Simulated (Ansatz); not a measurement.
**TaSi+ (nonet): the correlation ladder, def2-QZVPP**

An exercise on one series of results from a longer session: the logs are not shown, and one member is left open.

Method: def2-QZVPP, core rule «outside noble gas», up to 9 orbitals frozen; program: Ansatz 0.2.0, Gaussian basis.

To be run: UHF; ROHF; CCSD(T) on UHF.

**The geometry**

The geometry is a PBE0/def2-TZVP stationary point (not a proven minimum) of the parent state, kept for this charge and spin. No spin-orbit coupling is included. Elements past krypton take def2 core potentials.

2 atoms, charge 1, spin multiplicity 9.

Atoms are counted from 1 here; the program's logs count them from 0.

Bond lengths: Ta1–Si2 2.443 Å.

The first run:

The input, in.yaml:

```yaml
crystal:
  periodic: [false, false, false]
  atoms:
    - {symbol: Ta, position_ang: [0.000000, 0.000000, 0.000000]}
    - {symbol: Si, position_ang: [0.000000, 0.000000, 2.443400]}
basis:
  gaussian: {orbitals: "def2-QZVPP.json"}
total_charge: 1
magnetization: {spin_polarized: true, initial_magnetization: 8}
hamiltonian: {xc: hf}
output: {orbitals: {seedname: orbitals}}
```

Launch:

```bash
$ ansatz run in.yaml --threads 1 --pin off --events-out ev --progress --plain --max-ram 4096MiB --backend cpu
```

Steps of the session up to this table: UHF; ROHF; CCSD(T) on UHF.

One table of the session follows, with a row left open; its other results are not shown here.

```
  method  from UCCSD(T) (kcal/mol)
    ROHF                    +61.34
     UHF                         ?
    UMP2                    +12.17
   UCCSD                     +1.83
UCCSD(T)                         0
```

Q: Estimate the row for UHF from the others.

**Answer.** from UCCSD(T) (kcal/mol): +58.09. In the column «from UCCSD(T) (kcal/mol)» it lies between UMP2 (+12.17) and ROHF (+61.34).
